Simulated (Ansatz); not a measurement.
# InH2− (singlet): from Hartree-Fock to the top rungs at distance In1–H3 = 6.566 Å, def2-SVPD

Aim: climb from Hartree-Fock through coupled cluster and multireference methods for InH2− (singlet) at one geometry and basis, and see what each rung misses.

Method: def2-SVPD, core rule «outside noble gas», up to 9 orbitals frozen; program: Ansatz 0.2.0, Gaussian basis.

Plan: UHF; CCSD(T) on RHF; CCSD(T) on UHF; BCCD(T) on RHF; CISD; CCSDT(Q) on RHF; CCSDT(Q) on UHF; CCSDTQ on RHF; CCSDTQ on UHF; CASSCF and MRCISD+Q, 2 electrons in 2 orbitals; CASSCF and NEVPT2, 2 electrons in 2 orbitals; CASSCF and MRCISD+Q, 6 electrons in 6 orbitals; CASSCF and NEVPT2, 6 electrons in 6 orbitals; Full CI.

## 1. The geometry

The geometry derives from a PBE0/def2-TZVPD stationary point (not a proven minimum). One bond is set to the value named and the two fragments are kept rigid. No spin-orbit coupling is included. Elements past krypton take def2 core potentials.

3 atoms, charge -1, spin multiplicity 1.

Atoms are counted from 1 here; the program's logs count them from 0.

Bond lengths: In1–H2 1.886 Å.

## 2. UHF

Contents of in.yaml:

```yaml
crystal:
  periodic: [false, false, false]
  atoms:
    - {symbol: In, position_ang: [0.000000, -0.050331, -0.029213]}
    - {symbol: H, position_ang: [0.000000, 1.251589, -1.394009]}
    - {symbol: H, position_ang: [0.000000, 4.481792, 4.721809]}
basis:
  gaussian: {orbitals: def2-SVPD}
total_charge: -1
magnetization: {spin_polarized: true, initial_magnetization: 0}
hamiltonian: {xc: hf}
output: {orbitals: {seedname: orbitals}}
```

On the command line:

```console
> ansatz run in.yaml --threads 1 --pin off --events-out ev --progress --plain --max-ram 4096MiB --backend cpu
```

Further steps of the session: CCSD(T) on RHF; CCSD(T) on UHF; BCCD(T) on RHF; CISD; CCSDT(Q) on RHF; CCSDT(Q) on UHF; CCSDTQ on RHF; CCSDTQ on UHF; CASSCF and MRCISD+Q, 2 electrons in 2 orbitals; CASSCF and NEVPT2, 2 electrons in 2 orbitals; CASSCF and MRCISD+Q, 6 electrons in 6 orbitals; CASSCF and NEVPT2, 6 electrons in 6 orbitals; Full CI.

**Question.** What will the summary of the whole plan be? Wanted: FCI from the RHF energy; RMP2 from FCI; UMP2 from FCI; UCCSD(T) from FCI; UCCSDT(Q) from FCI; T1 diagnostic; effectively unpaired electrons.

The runs gave:

| quantity | value |
| --- | --- |
| FCI from the RHF energy | -3.0054 eV |
| RMP2 from FCI | +24.57 kcal/mol |
| UMP2 from FCI | +14.45 kcal/mol |
| UCCSD(T) from FCI | +0.60 kcal/mol |
| UCCSDT(Q) from FCI | +0.10 kcal/mol |
| levels within 1 kcal/mol (43 meV) | UCCSD(T), UCCSDT, UCCSDT(Q), UCCSDTQ |
| T1 diagnostic | 0.166 |
| effectively unpaired electrons | 1.66 |

In words: UCCSD(T) lands +0.60 kcal/mol from the yardstick (0.9 % of the correlation energy). With 1.7 effectively unpaired electrons against 0 the state is strongly multireference. Coupled cluster on one determinant still stays close here. These misses are within one basis, not against nature.

The restricted and unrestricted ladders end 0.35 eV apart at CCSDT(Q), which points to two states or an unsound top rung; rows of one don't measure the error of the other.
